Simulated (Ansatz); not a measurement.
# C₂H₆BF: one species, many methods

One table from this session's results is given with a row withheld; the runs are named, their logs left out.

Method: functionals in def2-TZVPP, the program's frozen cores in correlated methods; program: Ansatz 0.2.0, Gaussian basis.

Levels to be run: LDA (SPW92), PBE-D4, revPBE-D4, BLYP-D4, r2SCAN-D4, B97M-V, PBE0-D4, B3LYP-D4, r2SCANh-D4, r2SCAN0-D4, HSE06-D4, BHLYP-D4, CAM-B3LYP-D4, LC-ωPBE, ωB97X-V, ωB97M-V, B2PLYP, PBE-QIDH; CCSD(T)/def2-SVP; CCSD(T)/def2-TZVPP; MP2/def2-QZVPP; extrapolation to the limit; RPA on PBE.

### The geometry

An earlier PBE0-D4 in a triple-zeta def2 set relaxation fixed the geometry.

SMILES `CBCF`, 10 atoms, charge 0, spin multiplicity 1.

Atoms are counted from 1 here; the program's logs count them from 0.

Bond lengths: C1–B2 1.556 Å, C1–H5 1.097 Å, C1–H6 1.092 Å, C1–H7 1.097 Å, B2–C3 1.557 Å, B2–H8 1.198 Å, C3–F4 1.387 Å, C3–H9 1.101 Å, C3–H10 1.101 Å. Angles: B2–C1–H5 109.4°, B2–C1–H6 115.7°, B2–C1–H7 109.5°, H5–C1–H6 108.5°, H5–C1–H7 104.6°, H6–C1–H7 108.6°, C1–B2–C3 120.1°, C1–B2–H8 120.2°, C3–B2–H8 119.6°, B2–C3–F4 115.7°, B2–C3–H9 109.5°, B2–C3–H10 109.7°, F4–C3–H9 108.1°, F4–C3–H10 108.1°, H9–C3–H10 105.3°.

Coordinates:

```xyz
10
C2H6BF
C    -0.53053    1.23773    0.21719
B     0.00688    0.02935   -0.60322
C     0.53720   -1.23832    0.12832
F     0.99454   -2.25918   -0.69148
H    -1.56455    1.44973   -0.08137
H    -0.49924    1.12482    1.30320
H     0.02617    2.14239   -0.05590
H     0.01321    0.06845   -1.80075
H    -0.25408   -1.64848    0.77517
H     1.35360   -0.95768    0.81173
```

Set-up of the first run:

Input file in.yaml:

```yaml
crystal:
  periodic: [false, false, false]
  atoms:
    - {symbol: C, position_ang: [-0.530530, 1.237727, 0.217189]}
    - {symbol: B, position_ang: [0.006879, 0.029355, -0.603216]}
    - {symbol: C, position_ang: [0.537201, -1.238323, 0.128322]}
    - {symbol: F, position_ang: [0.994537, -2.259180, -0.691479]}
    - {symbol: H, position_ang: [-1.564546, 1.449732, -0.081366]}
    - {symbol: H, position_ang: [-0.499238, 1.124819, 1.303203]}
    - {symbol: H, position_ang: [0.026172, 2.142387, -0.055902]}
    - {symbol: H, position_ang: [0.013207, 0.068449, -1.800753]}
    - {symbol: H, position_ang: [-0.254084, -1.648485, 0.775171]}
    - {symbol: H, position_ang: [1.353603, -0.957681, 0.811728]}
basis:
  gaussian: {orbitals: def2-TZVPP}
hamiltonian: {xc: lda}
output: {orbitals: {seedname: orbitals}}
```

Command:

```bash
$ ansatz run in.yaml --threads 2 --pin off --events-out ev --progress --plain --max-ram 4352MiB
```

Among the steps run: LDA; PBE-D4 (GGA); revPBE-D4 (GGA); BLYP-D4 (GGA); r2SCAN-D4 (meta-GGA); B97M-V (meta-GGA); B3LYP-D4 (hybrid); r2SCANh-D4 (hybrid); r2SCAN0-D4 (hybrid); HSE06-D4 (hybrid); BHLYP-D4 (hybrid); CAM-B3LYP-D4 (range-separated); LC-ωPBE (range-separated); ωB97X-V (range-separated); ωB97M-V (range-separated); B2PLYP (double hybrid); PBE-QIDH (double hybrid).

One table of the session follows, with a row left open; its other results are not shown here.

It belongs to the step «Frontier levels by functional». 

```
  functional  HOMO (eV)  gap (eV)
 LDA (SPW92)      -7.15      4.82
      PBE-D4      -7.04      4.96
   revPBE-D4      -6.98      5.02
     BLYP-D4      -6.99      5.04
   r2SCAN-D4      -7.37      5.71
      B97M-V      -7.52      5.80
     PBE0-D4      -8.64      7.58
    B3LYP-D4      -8.44      7.14
  r2SCANh-D4      -7.97      6.65
  r2SCAN0-D4      -8.86      8.04
    HSE06-D4      -8.23      6.79
    BHLYP-D4     -10.18     10.17
CAM-B3LYP-D4          ?         ?
     LC-ωPBE     -11.46     12.74
     ωB97X-V     -11.12     12.29
     ωB97M-V     -11.02     11.92
```

**Question.** Estimate the row for CAM-B3LYP-D4.

As computed: HOMO (eV): -10.14; gap (eV): 10.19. In the column «HOMO (eV)» it lies between BHLYP-D4 (-10.18) and r2SCAN0-D4 (-8.86).
